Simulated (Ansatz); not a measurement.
BaZnPF, space group P4/nmm, a scan of one input key

Computed with the Ansatz DFT code, driven from Python.

Typed at the interpreter:
```pycon
>>> import warnings
>>> import ansatz as az
>>> from pymatgen.core import Lattice, Structure
>>> from pymatgen.io.ase import AseAtomsAdaptor
>>> warnings.simplefilter("ignore", az.DeckWarning)
>>> pmg_structure = Structure(
...     Lattice([[4.15634, 0.0, 0.0], [0.0, 4.15634, 0.0], [0.0, 0.0, 9.45743]]),
...     ["Ba", "Ba", "Zn", "Zn", "P", "P", "F", "F"],
...     [
...         [0.5, 0.0, 0.33177],
...         [0.0, 0.5, 0.66823],
...         [0.5, 0.5, 0.0],
...         [0.0, 0.0, 0.0],
...         [0.0, 0.5, 0.1491],
...         [0.5, 0.0, 0.8509],
...         [0.5, 0.5, 0.5],
...         [0.0, 0.0, 0.5],
...     ],
... )
>>> system = az.Crystal.from_ase(AseAtomsAdaptor.get_atoms(pmg_structure))
>>> calculation = (
...     system.calculation()
...     .functional(az.Functional.PBE)
...     .pseudopotentials("paw")
...     .kpoints(4, 4, 2, center="gamma")
...     .occupations("fermi_dirac")
...     .band_table()
... )
>>> typed = calculation.input()
>>> rows = []
>>> for value in [2, 6, 12]:
...     edited = typed.set(az.key.scf.n_extra_bands, value)
...     report = az.Session.from_dict(edited).plan().execute().report
...     rows.append((value, report["free_energy_ev"], report["n_iterations"], len(report["eigenvalues_ev"][0]) if "eigenvalues_ev" in report else 0))
...
>>> lines = [",".join(["extra bands", "F eV", "iterations", "bands listed"])] + [",".join(f"{v:.4f}" if isinstance(v, float) else str(v) for v in row) for row in rows]
>>> print("\n".join(lines))
extra bands,F eV,iterations,bands listed
2,-21674.8395,8,36
6,-21674.8395,8,40
12,-21674.8395,8,46
>>> with open("edit.csv", "w") as handle:
...     handle.write("\n".join(lines) + "\n")
...
99
>>> print(edited.to_yaml())
crystal:
  lattice:
    - [4.15634, 0.0, 0.0]
    - [0.0, 4.15634, 0.0]
    - [0.0, 0.0, 9.45743]
  atoms:
    - { symbol: Ba, position: [0.5, 0.0, 0.33177] }
    - { symbol: Ba, position: [0.0, 0.5, 0.66823] }
    - { symbol: Zn, position: [0.5, 0.5, 0.0] }
    - { symbol: Zn, position: [0.0, 0.0, 0.0] }
    - { symbol: P, position: [0.0, 0.5, 0.1491] }
    - { symbol: P, position: [0.5, 0.0, 0.8509] }
    - { symbol: F, position: [0.5, 0.5, 0.5] }
    - { symbol: F, position: [0.0, 0.0, 0.5] }
kpoints:
  mp_grid:
    grid: [4, 4, 2]
    shift: [0.0, 0.0, 0.0]
hamiltonian:
  xc: pbe
  pseudopotentials:
    kind: paw
scf:
  occupations:
    method: fermi_dirac
  n_extra_bands: 12
output:
  eigenvalues: true
```

Caveats:
- Absolute energies stand on the zero of these potentials, so only differences at equal settings mean something. A total without «per atom» is that of the whole cell that was run.
- In a crystal with a gap the Fermi level's place inside it depends on smearing and mesh.
- The starting cell is as deposited in a crystallographic database; the results hold for this polymorph, which needn't be the stable one.
- Timing: 17 s on 1 thread of Arm Neoverse V2 (shared host), peak memory 0.56 GiB.
